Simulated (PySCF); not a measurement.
# [ZnF3]-: one geometry, several methods

How much do the numbers for [ZnF3]- (singlet) hang on the method? All levels run at one geometry, the PBE0 minimum.

Computed with PySCF 2.14.0. Level: several methods, basis Zn def2-TZVPD, F def2-TZVPD, no relativity, density fitting.

## Step 1: The starting structure

4 atoms, charge -1, spin multiplicity 1.

Bond lengths: Zn1–F2 1.846 Å, Zn1–F3 1.846 Å, Zn1–F4 1.846 Å. Angles: F2–Zn1–F3 120.0°, F2–Zn1–F4 120.0°, F3–Zn1–F4 120.0°.

```xyz
4
charge -1 multiplicity 1
Zn    0.0000    0.0000    0.0000
F     1.8464    0.0000    0.0000
F    -0.9232    1.5990    0.0000
F    -0.9232   -1.5990    0.0000
```

## Step 2: PBE0

One driver script runs all steps and calls PySCF; scf.py shows the equivalent input of each level. Each SCF starts from the density of the minimum. The driver also runs the species with one electron less or more at the same geometry (one less: multiplicity 2); their logs are not shown.

scf.py

```python
from pyscf import gto, scf, dft
mol = gto.M(atom='''
Zn    -0.000000    -0.000000     0.000000
F      1.846394    -0.000017     0.000000
F     -0.923182     1.599033    -0.000000
F     -0.923212    -1.599016     0.000000''',
    basis={'Zn': 'def2-TZVPD', 'F': 'def2-TZVPD'},
    charge=-1, spin=0)
mf = dft.RKS(mol, xc='PBE0')
mf.grids.atom_grid = (99, 590)
aux = {'Zn': 'def2-universal-JKFIT', 'F': 'def2-universal-JKFIT'}
mf = mf.density_fit(auxbasis=aux)
mf.kernel()
```

Output:

```text
init E= -2078.70952028737
  HOMO = -0.152343040438113  LUMO = 0.136801702080361  gap/eV = 7.86803
cycle= 1 E= -2078.70952030506  delta_E= -1.77e-08  |g|= 2.26e-05  |ddm|= 0.000128
  HOMO = -0.152344674436553  LUMO = 0.13680159681185  gap/eV = 7.86807
cycle= 2 E= -2078.70952030508  delta_E= -2e-11  |g|= 1.5e-05  |ddm|= 1.33e-05
  HOMO = -0.152341735494186  LUMO = 0.136802032231068  gap/eV = 7.86800
Extra cycle  E= -2078.70952030503  delta_E= 5.32e-11  |g|= 2.5e-05  |ddm|= 1.67e-05
converged SCF energy = -2078.70952030503
```

This level, with the species of one electron less or more, took 8.8 s on 8 threads, shared host.

| Item | Value |
| --- | --- |
| energy | -2078.709520 Eh |
| one electron less (charge +0) | -2078.471178 Eh (doublet, ⟨S²⟩ 0.76) |
| Mulliken charge of Zn1 | +1.02 e |

## Step 3: HF

Edit scf.py of step 2 so:

```diff
@@ -9,2 +9 @@
-mf = dft.RKS(mol, xc='PBE0')
-mf.grids.atom_grid = (99, 590)
+mf = scf.RHF(mol)
```

Output, cut to the lines that bear on the results:

```text
[... the frontier levels of the middle cycles are left out ...]
init E= -2076.37631349668
  HOMO = -0.361714012256373  LUMO = 0.15538351302311  gap/eV = 14.07094
cycle= 1 E= -2076.41421399386  delta_E= -0.0379  |g|= 0.176  |ddm|= 0.369
  HOMO = -0.336072752752603  LUMO = 0.155008095034562  gap/eV = 13.36299
cycle= 2 E= -2076.41573037247  delta_E= -0.00152  |g|= 0.142  |ddm|= 0.128
  HOMO = -0.343367905831608  LUMO = 0.154890589010258  gap/eV = 13.55830
cycle= 3 E= -2076.41706635695  delta_E= -0.00134  |g|= 0.025  |ddm|= 0.0364
cycle= 4 E= -2076.41714964141  delta_E= -8.33e-05  |g|= 0.00695  |ddm|= 0.0216
cycle= 5 E= -2076.41716097779  delta_E= -1.13e-05  |g|= 0.00184  |ddm|= 0.0055
cycle= 6 E= -2076.41716291902  delta_E= -1.94e-06  |g|= 0.000321  |ddm|= 0.00297
cycle= 7 E= -2076.4171629879  delta_E= -6.89e-08  |g|= 3.3e-05  |ddm|= 0.000657
cycle= 8 E= -2076.41716298837  delta_E= -4.7e-10  |g|= 9.04e-06  |ddm|= 5.32e-05
  HOMO = -0.343557962708648  LUMO = 0.154735830473444  gap/eV = 13.55926
Extra cycle  E= -2076.4171629884  delta_E= -3.09e-11  |g|= 4.6e-06  |ddm|= 1.37e-05
converged SCF energy = -2076.4171629884
```

This level, with the species of one electron less or more, took 4.6 s.

| Quantity | Value |
| --- | --- |
| energy | -2076.417163 Eh |
| one electron less (charge +0) | -2076.137214 Eh (doublet, ⟨S²⟩ 0.86) |
| Mulliken charge of Zn1 | +1.39 e |

## Step 4: MP2

Edit scf.py of step 3 so:

```diff
@@ -12,0 +13,2 @@
+from pyscf.mp import dfmp2
+dfmp2.DFMP2(mf, frozen=8).kernel()  # the driver gives MP2 a fitting basis of its own (RI)
```

Output, cut to the lines that bear on the results:

```text
[... the frontier levels of the middle cycles are left out ...]
init E= -2076.37631349668
  HOMO = -0.36171401225637  LUMO = 0.155383513023114  gap/eV = 14.07094
cycle= 1 E= -2076.41421399386  delta_E= -0.0379  |g|= 0.176  |ddm|= 0.369
  HOMO = -0.336072752752606  LUMO = 0.155008095034567  gap/eV = 13.36299
cycle= 2 E= -2076.41573037248  delta_E= -0.00152  |g|= 0.142  |ddm|= 0.128
  HOMO = -0.343367905831612  LUMO = 0.154890589010276  gap/eV = 13.55830
cycle= 3 E= -2076.41706635695  delta_E= -0.00134  |g|= 0.025  |ddm|= 0.0364
cycle= 4 E= -2076.41714964141  delta_E= -8.33e-05  |g|= 0.00695  |ddm|= 0.0216
cycle= 5 E= -2076.41716097779  delta_E= -1.13e-05  |g|= 0.00184  |ddm|= 0.0055
cycle= 6 E= -2076.41716291901  delta_E= -1.94e-06  |g|= 0.000321  |ddm|= 0.00297
cycle= 7 E= -2076.4171629879  delta_E= -6.89e-08  |g|= 3.3e-05  |ddm|= 0.000657
cycle= 8 E= -2076.41716298837  delta_E= -4.67e-10  |g|= 9.04e-06  |ddm|= 5.32e-05
  HOMO = -0.343557962708647  LUMO = 0.154735830473446  gap/eV = 13.55926
Extra cycle  E= -2076.4171629884  delta_E= -3.09e-11  |g|= 4.6e-06  |ddm|= 1.37e-05
converged SCF energy = -2076.4171629884
```

This level, with the species of one electron less or more, took 6 s.

| Property | Result |
| --- | --- |
| energy | -2077.874625 Eh |
| one electron less (charge +0) | -2077.594656 Eh (doublet, ⟨S²⟩ 0.86) |
| MP2 correlation in its own fitting basis (same spin, opposite spin) | -1.45746 Eh (-0.44257, -1.01490) |

## Step 5: PBE

Edit scf.py of step 4 so:

```diff
@@ -9 +9,2 @@
-mf = scf.RHF(mol)
+mf = dft.RKS(mol, xc='PBE')
+mf.grids.atom_grid = (99, 590)
@@ -13,2 +13,0 @@
-from pyscf.mp import dfmp2
-dfmp2.DFMP2(mf, frozen=8).kernel()  # the driver gives MP2 a fitting basis of its own (RI)
```

Output, cut to the lines that bear on the results:

```text
[... the frontier levels of the middle cycles are left out ...]
init E= -2078.6923291421
  HOMO = -0.0624316259306786  LUMO = 0.113925232578616  gap/eV = 4.79891
cycle= 1 E= -2078.69433942801  delta_E= -0.00201  |g|= 0.215  |ddm|= 0.291
  HOMO = -0.109727381913326  LUMO = 0.100695485818343  gap/eV = 5.72590
cycle= 2 E= -2078.67616657183  delta_E= 0.0182  |g|= 0.486  |ddm|= 0.244
  HOMO = -0.0817372250358787  LUMO = 0.107780183288928  gap/eV = 5.15703
cycle= 3 E= -2078.69935732424  delta_E= -0.0232  |g|= 0.0198  |ddm|= 0.154
cycle= 4 E= -2078.69938171733  delta_E= -2.44e-05  |g|= 0.00909  |ddm|= 0.00633
cycle= 5 E= -2078.69939323962  delta_E= -1.15e-05  |g|= 0.000426  |ddm|= 0.00442
cycle= 6 E= -2078.6993932662  delta_E= -2.66e-08  |g|= 0.000125  |ddm|= 0.000366
cycle= 7 E= -2078.69939326792  delta_E= -1.72e-09  |g|= 8.65e-06  |ddm|= 7.41e-05
cycle= 8 E= -2078.69939326793  delta_E= -9.09e-12  |g|= 1.99e-06  |ddm|= 6.77e-06
  HOMO = -0.0801802923963334  LUMO = 0.108236217362392  gap/eV = 5.12707
Extra cycle  E= -2078.69939326792  delta_E= 1.05e-11  |g|= 5e-06  |ddm|= 2.39e-06
converged SCF energy = -2078.69939326792
```

This level, with the species of one electron less or more, took 82 s.

| Quantity | Value |
| --- | --- |
| energy | -2078.699393 Eh |
| one electron less (charge +0) | -2078.489488 Eh (doublet, ⟨S²⟩ 0.75) |
| Mulliken charge of Zn1 | +0.86 e |

## Step 6: All levels side by side

| level | vertical ionisation energy (eV) | −ε(HOMO) (eV) | gap (eV) | wall time |
| --- | --- | --- | --- | --- |
| PBE0 | 6.49 | 4.15 | 7.87 | 8.8 s |
| HF | 7.62 | 9.35 | 13.56 | 4.6 s |
| MP2 | 7.62 | – | – | 6 s |
| PBE | 5.71 | 2.18 | 5.13 | 82 s |

Times are for 8 threads, shared host; PBE0 starts from its own converged density, so its time is not comparable. A dash stands where a species or a free atom was not run at that level, or the quantity is not defined.

## Step 7: What came out

| quantity | value |
| --- | --- |
| vertical ionisation energy, range | 5.71 (PBE) to 7.62 (MP2) eV |
| orbital gap, range | 5.13 (PBE) to 13.56 (HF) eV |

The vertical ionisation energy spreads over 1.91 eV, from PBE to MP2; without a CCSD(T) value for it there is no yardstick here.
